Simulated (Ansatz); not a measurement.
CH₄Cl₂OSn, SMILES C[O][SnH]([Cl])[Cl], vertical spin-state energies

Computed with the Ansatz DFT code, driven from Python.

`spin_ch4cl2osn.py`
```python
'''Vertical spin-state energies of CH4Cl2OSn.'''

import ansatz as az
from ase import Atoms


def main() -> None:
    atoms = Atoms(['C', 'O', 'Sn', 'Cl', 'Cl', 'H', 'H', 'H', 'H'], positions=[
        (-0.5473, 0.1051, 1.3489),
        (-0.6952, 0.8672, 0.1382),
        (0.4875, -0.0037, -1.1927),
        (-0.294, -2.0865, -1.7998),
        (0.7166, 1.3514, -3.1062),
        (-0.9292, -0.8851, 1.1929),
        (0.4689, 0.1828, 1.7386),
        (-1.224, 0.6367, 2.0823),
        (2.1053, -0.2142, -0.4193),
    ])
    molecule = az.Crystal.molecule_from_ase(atoms)

    calc = molecule.calculation().basis(gaussian='def2-SVP').functional('b3lyp')
    found = {}
    for unpaired in [0, 2, 4]:
        rep = calc.spin('collinear', total=unpaired).run(threads=1).report
        s = unpaired / 2
        found[unpaired] = rep['free_energy_ev']
        print(f'2S+1 = {unpaired + 1}: E = {found[unpaired]:.5f} eV, <S^2> = {abs(rep["mean_field"]["state"]["spin_squared"]):.3f} (pure state {s * (s + 1):.2f})')
    lowest = min(found, key=found.get)
    for unpaired, e in found.items():
        print(f'multiplicity {unpaired + 1}: {23.060548 * (e - found[lowest]):.1f} kcal/mol above the lowest')


if __name__ == '__main__':
    main()
```

```console
$ python spin_ch4cl2osn.py
2S+1 = 1: E = -34020.17306 eV, <S^2> = 0.000 (pure state 0.00)
2S+1 = 3: E = -34015.71088 eV, <S^2> = 2.013 (pure state 2.00)
2S+1 = 5: E = -34009.05909 eV, <S^2> = 6.012 (pure state 6.00)
multiplicity 1: 0.0 kcal/mol above the lowest
multiplicity 3: 102.9 kcal/mol above the lowest
multiplicity 5: 256.3 kcal/mol above the lowest
```

In order: multiplicity 1 (+0.00 eV), multiplicity 3 (+4.46 eV) and multiplicity 5 (+11.11 eV), all at the one geometry.

What to keep in mind:
- Total energies depend on the basis set; only differences at equal settings carry meaning.
- The geometry is a force-field or estimated start, not a minimum of this method, and the basis set is short of its limit. All parts are taken at fixed geometry, without zero-point energy.
- def2 sets replace the cores of elements past krypton by effective core potentials.
- b3lyp holds the VWN-RPA fit, as in Gaussian; the form of ORCA and Turbomole is b3lyp5.
- Spin-orbit coupling, which mixes and shifts the spin states of heavy atoms, is left out.
- Run time: 60 s on 1 thread of Intel(R) Xeon(R) 6975P-C (Granite Rapids), with other jobs on the host, peak memory 0.61 GiB.

(Lines on the test bed's own set-up are left out of the output.)
